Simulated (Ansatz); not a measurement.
This was printed by a script on the Ansatz DFT code, driven from Python, for a geometry optimisation of CH₄BFO₂, SMILES OBOCF. What did the script look like? Level of theory: B3LYP, def2-SVP basis, multiplicity 1, D4 dispersion.

```xyz
9

O    -0.5385    1.4700    1.1984
B     0.2944    0.3772    0.9369
O     0.7260    0.0907   -0.4441
C    -0.0737   -0.7955   -1.0329
F     0.2871   -1.0888   -2.3297
H     0.0239    2.2913    1.3558
H     0.6869   -0.2915    1.8427
H    -1.1290   -0.3446   -1.1125
H    -0.1886   -1.7550   -0.4317
```

```console
$ python opt.py
E = -8585.653844 eV = -315.5169592 Ha
converged: True  doubts: none
pair        before    after (A)
O0-B1        1.3987   1.3484
O0-H5        1.0078   0.9685
B1-O2        1.4750   1.3726
B1-H6        1.1923   1.2055
O2-C3        1.3310   1.3856
C3-F4        1.3776   1.3683
C3-H7        1.1503   1.1023
C3-H8        1.1381   1.1052
dipole (D): -1.774 0.046 -0.370, length 1.813
atom  Mulliken   Lowdin
O       -0.114    0.329
B        0.050   -0.530
O       -0.240    0.211
C        0.435    0.063
F       -0.257    0.021
H        0.185    0.011
H       -0.083   -0.045
H        0.016   -0.036
H        0.008   -0.025
```

The script that was run (others could print the same):

The script, `opt.py`:
```python
# -*- coding: utf-8 -*-
"""Relax the CH4BFO2 molecule."""

import itertools

import ansatz as az
from ase.data import atomic_numbers, covalent_radii
import numpy as np

GEOMETRY = """
O    -0.53850    1.47000    1.19840
B     0.29440    0.37720    0.93690
O     0.72600    0.09070   -0.44410
C    -0.07370   -0.79550   -1.03290
F     0.28710   -1.08880   -2.32970
H     0.02390    2.29130    1.35580
H     0.68690   -0.29150    1.84270
H    -1.12900   -0.34460   -1.11250
H    -0.18860   -1.75500   -0.43170
"""

molecule = az.Crystal.molecule()
for line in GEOMETRY.strip().splitlines():
    symbol, *xyz = line.split()
    molecule = molecule.atom(symbol, [float(v) for v in xyz])

calc = (
    molecule.calculation()
    .basis(gaussian="def2-SVP")
    .functional("B3LYP", dispersion="d4")
)
symbols = [site.symbol for site in molecule.cartesian_sites]
start = np.array([site.position_ang for site in molecule.cartesian_sites], dtype=float)
summary = calc.relax(force_tolerance=0.02).run(threads=1).report
end = np.array(summary["positions_ang"])

print(f"E = {summary['free_energy_ev']:.6f} eV = {summary['free_energy_ev'] / 27.211386246:.7f} Ha")
print("converged:", summary["converged"], " doubts:", summary["published_state_doubts"] or "none")

# pairs closer than 1.2 times the sum of covalent radii, before or after
radius = [covalent_radii[atomic_numbers[s]] for s in symbols]
span = lambda where, i, j: np.linalg.norm(where[i] - where[j])
bonded = [(i, j) for i, j in itertools.combinations(range(len(symbols)), 2) if min(span(start, i, j), span(end, i, j)) < 1.2 * (radius[i] + radius[j])]
print("pair        before    after (A)")
for i, j in bonded:
    print(f"{symbols[i]}{i}-{symbols[j]}{j}".ljust(10), f"{span(start, i, j):8.4f} {span(end, i, j):8.4f}")

charges = summary["charge_distribution"]
dipole = np.array(charges["dipole_moment_e_ang"]) * 4.803205
print("dipole (D): {:.3f} {:.3f} {:.3f}, length {:.3f}".format(*dipole, np.linalg.norm(dipole)))
print("atom  Mulliken   Lowdin")
for symbol, m, l in zip(symbols, charges["mulliken_charges_e"], charges["lowdin_charges_e"]):
    print(f"{symbol:4s} {m:9.3f} {l:8.3f}")
```

Notes:
- Total energies depend on the basis set; only differences at equal settings carry meaning.
- The end point is the stationary point reached from this start; no frequency run checks that it is a minimum, and the basis set is modest.
- The Löwdin charges here are taken after orthogonalising the functions within each atom; they differ from plain Löwdin charges, and their signs can be unphysical.
- b3lyp holds the VWN-RPA fit, as in Gaussian; the form of ORCA and Turbomole is b3lyp5.
- The whole script took 62 s on 1 thread of Arm Neoverse V1, with other jobs on the host, peak memory 0.25 GiB.

(A comment or docstring line of the script was reworded after the run, the code is as it ran; lines on the test bed's own set-up are left out of the output.)
